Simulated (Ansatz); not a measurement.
# Triethylaluminium (C6H15Al): ionisation energy by level of theory

The task here is to estimate one member of a computed series from the others.

Computed with Ansatz 0.2.0, Gaussian basis. Level: unrestricted cation, the program's frozen cores in correlated methods.

Plan: UKS PBE-D4/def2-TZVPP; UKS r2SCAN-D4/def2-TZVPP; UKS PBE0-D4/def2-TZVPP; UKS B3LYP-D4/def2-TZVPP; UKS wB97X-V/def2-TZVPP; UKS wB97M-V/def2-TZVPP; UKS B2PLYP/def2-TZVPP; UHF-MP2/def2-TZVPP; UHF-MP2/def2-QZVPP; then −ε(HOMO) from the neutral's earlier runs with LDA (SPW92), PBE-D4, revPBE-D4, BLYP-D4, r2SCAN-D4, B97M-V, PBE0-D4, B3LYP-D4, r2SCANh-D4, r2SCAN0-D4, HSE06-D4, BHLYP-D4, CAM-B3LYP-D4, LC-ωPBE, ωB97X-V, ωB97M-V.

1 further run of the same task is left out (it didn't finish). Runs told in other sessions of the task aren't counted.

**The relaxed structure**

An earlier PBE0-D4 in a triple-zeta def2 set relaxation fixed the geometry.

SMILES `C[CH2][Al]([CH2]C)[CH2]C`, 22 atoms, charge 0, spin multiplicity 1.

Atoms are counted from 1 here; the program's logs count them from 0.

Bond lengths: C1–C2 1.528 Å, C1–H8 1.095 Å, C1–H9 1.094 Å, C1–H10 1.094 Å, C2–Al3 1.968 Å, C2–H11 1.099 Å, C2–H12 1.099 Å, Al3–C4 1.968 Å, Al3–C6 1.968 Å, C4–C5 1.528 Å, C4–H13 1.099 Å, C4–H14 1.099 Å, C5–H15 1.094 Å, C5–H16 1.095 Å, C5–H17 1.094 Å, C6–C7 1.528 Å, C6–H18 1.099 Å, C6–H19 1.099 Å and more. Angles: C2–C1–H8 112.5°, C2–C1–H9 111.7°, C2–C1–H10 111.7°, H8–C1–H9 107.0°, H8–C1–H10 107.1°, H9–C1–H10 106.5°, C1–C2–Al3 116.7°, C1–C2–H11 110.1°, C1–C2–H12 110.1°, Al3–C2–H11 107.7°, Al3–C2–H12 107.6°, H11–C2–H12 103.8°, C2–Al3–C4 120.0°, C2–Al3–C6 120.0°, C4–Al3–C6 120.0°, Al3–C4–C5 116.7°, Al3–C4–H13 107.7°, Al3–C4–H14 107.6° and more.

Set-up of the first run:

in.yaml

```yaml
crystal:
  periodic: [false, false, false]
  atoms:
    - {symbol: C, position_ang: [1.054540, -2.214220, -1.697824]}
    - {symbol: C, position_ang: [1.404020, -0.868545, -1.063675]}
    - {symbol: Al, position_ang: [-0.005535, -0.000585, 0.000143]}
    - {symbol: C, position_ang: [-1.767923, -0.856503, 0.182689]}
    - {symbol: C, position_ang: [-2.807800, -0.114636, 1.021416]}
    - {symbol: C, position_ang: [0.347213, 1.724011, 0.879610]}
    - {symbol: C, position_ang: [1.740072, 2.321965, 0.685246]}
    - {symbol: H, position_ang: [1.884366, -2.633107, -2.276165]}
    - {symbol: H, position_ang: [0.782123, -2.957720, -0.943284]}
    - {symbol: H, position_ang: [0.200329, -2.131751, -2.375957]}
    - {symbol: H, position_ang: [2.291315, -0.971431, -0.423301]}
    - {symbol: H, position_ang: [1.721111, -0.156756, -1.839099]}
    - {symbol: H, position_ang: [-2.157541, -1.036987, -0.829190]}
    - {symbol: H, position_ang: [-1.607768, -1.866386, 0.586162]}
    - {symbol: H, position_ang: [-3.021481, 0.877960, 0.614563]}
    - {symbol: H, position_ang: [-3.760813, -0.650584, 1.077533]}
    - {symbol: H, position_ang: [-2.464327, 0.037504, 2.048681]}
    - {symbol: H, position_ang: [-0.419730, 2.434603, 0.540308]}
    - {symbol: H, position_ang: [0.135222, 1.600982, 1.951215]}
    - {symbol: H, position_ang: [2.521936, 1.654418, 1.058747]}
    - {symbol: H, position_ang: [1.861175, 3.279286, 1.202489]}
    - {symbol: H, position_ang: [1.960193, 2.498282, -0.371608]}
basis:
  gaussian: {orbitals: def2-TZVPP}
total_charge: 1
magnetization: {spin_polarized: true, initial_magnetization: 1}
hamiltonian: {xc: pbe, dispersion: d4}
```

The run is started by

```console
$ ansatz run in.yaml --threads 2 --pin off --events-out ev --progress --plain --max-ram 22528MiB --backend cuda --devices 0, --max-vram 18GiB
```

Among the steps run: Cation, UKS PBE-D4/def2-TZVPP; Cation, UKS r2SCAN-D4/def2-TZVPP; Cation, UKS PBE0-D4/def2-TZVPP; Cation, UKS B3LYP-D4/def2-TZVPP; Cation, UKS wB97X-V/def2-TZVPP; Cation, UKS wB97M-V/def2-TZVPP; Cation, UKS B2PLYP (frozen core)/def2-TZVPP; Cation, UHF-MP2/def2-TZVPP; Cation, UHF-MP2/def2-QZVPP.

One of the session's tables, all rows but one given; the rest of the session is left out.

Orbital estimates, from the neutral's runs:

```
  functional  −ε(HOMO) (eV)
 LDA (SPW92)           5.78
      PBE-D4              ?
   revPBE-D4           5.63
     BLYP-D4           5.57
   r2SCAN-D4           5.92
      B97M-V           6.01
     PBE0-D4           6.91
    B3LYP-D4           6.72
  r2SCANh-D4           6.38
  r2SCAN0-D4           7.08
    HSE06-D4           6.51
    BHLYP-D4           8.09
CAM-B3LYP-D4           8.28
     LC-ωPBE           9.62
     ωB97X-V           9.28
     ωB97M-V           9.14
```

Estimate the missing values for PBE-D4.

As computed: −ε(HOMO) (eV): 5.68. In the column «−ε(HOMO) (eV)» it lies between revPBE-D4 (5.63) and LDA (SPW92) (5.78).

To keep in mind: The cation may have settled in a state other than its lowest; no search over hole states beyond the program's own was made.
